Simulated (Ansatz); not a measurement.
# OsSe (zincblende): other levels of theory at one geometry

An exercise on one series of results from a longer session: the logs are not shown, and one member is left open.

Computed with Ansatz 0.2.0 (DFT at several levels, plane waves, PAW, unless a step's input says otherwise).

2 further runs of the same task are left out: 1 that didn't finish, 1 set aside as unsound or not needed. Runs told in other sessions of the task aren't counted.

### The system as given

The structure is cubic, space group F-43m (No. 216). The conventional cell has a = 5.509 Å, b = 5.509 Å, c = 5.509 Å, α = 90.00°, β = 90.00°, γ = 90.00°. Os (site symmetry -43m) is surrounded by 4 Se at 2.39 Å. Se (site symmetry -43m) has 4 Os at 2.39 Å in its first shell of neighbours.

Structure file:

```cif
data_structure
_symmetry_space_group_name_H-M 'P 1'
_symmetry_Int_Tables_number 1
_cell_length_a 3.8957
_cell_length_b 3.8957
_cell_length_c 3.8957
_cell_angle_alpha 60.000
_cell_angle_beta 60.000
_cell_angle_gamma 60.000
_cell_volume 41.80
loop_
_atom_site_label
_atom_site_type_symbol
_atom_site_fract_x
_atom_site_fract_y
_atom_site_fract_z
_atom_site_occupancy
Os1 Os 0.00000 0.00000 0.00000 1
Se1 Se 0.25000 0.25000 0.25000 1
```

An earlier run at PBE left this cell at 20.902 Å³/atom and 0.07 GPa (10×10×10 mesh), a metal on this mesh, no moment left.

Levels to run: PBE+SOC, moments along [001]; r²SCAN; PBEsol; LDA. Hardware: 2 threads of AMD EPYC 9R45 (Zen 5), shared host.

Set-up of the first run:

File input.yaml:

```yaml
crystal:
  lattice:
    - [0.0, 2.7546421506, 2.7546421506]
    - [2.7546421506, 0.0, 2.7546421506]
    - [2.7546421506, 2.7546421506, 0.0]
  atoms:
    - { symbol: Os, position: [0.0, 0.0, 0.0], spin: 1.0, spin_axis: [0.0, 0.0, 1.0] }
    - { symbol: Se, position: [0.25, 0.25, 0.25] }
basis:
  ecutwfc: 420
  ecutrho_ratio: 4
kpoints:
  mp_grid: { grid: [10, 10, 10] }
hamiltonian:
  xc: pbe
scf:
  occupations: { method: gaussian, width: 0.05 }
output:
  forces: true
  stress: true
  eigenvalues: true
  populations: true
  dos: { projected: true, de: 0.02 }
  write_density: true
  write_potential: true
  elf: true
  volumetric_format: npy
magnetization:
  noncollinear: true
  spin_orbit: true
```

On the command line:

```bash
$ ansatz run input.yaml --threads 2 --pin off --max-ram 2662MiB --backend cpu --events-out ev --progress --plain --runs-dir out
```

Among the steps run: PBE+SOC, moments along [001]; r²SCAN; PBEsol; LDA.

One of the session's tables, all rows but one given; the rest of the session is left out.

```
                       level  pressure (GPa)
                         PBE             0.1
                         LDA            -7.7
                      PBEsol               ?
PBE+SOC, moments along [001]             1.0
                      r²SCAN            -3.3
```

Estimate the missing values for PBEsol.

As computed: pressure (GPa): -5.1. In the column «pressure (GPa)» it lies between LDA (-7.7) and r²SCAN (-3.3).

Total energies of different levels have different zeros and can't be compared.

Caveats from the session: Warnings in the runs' records: seeded moment not kept, stress scf threshold loose, stability check not made.
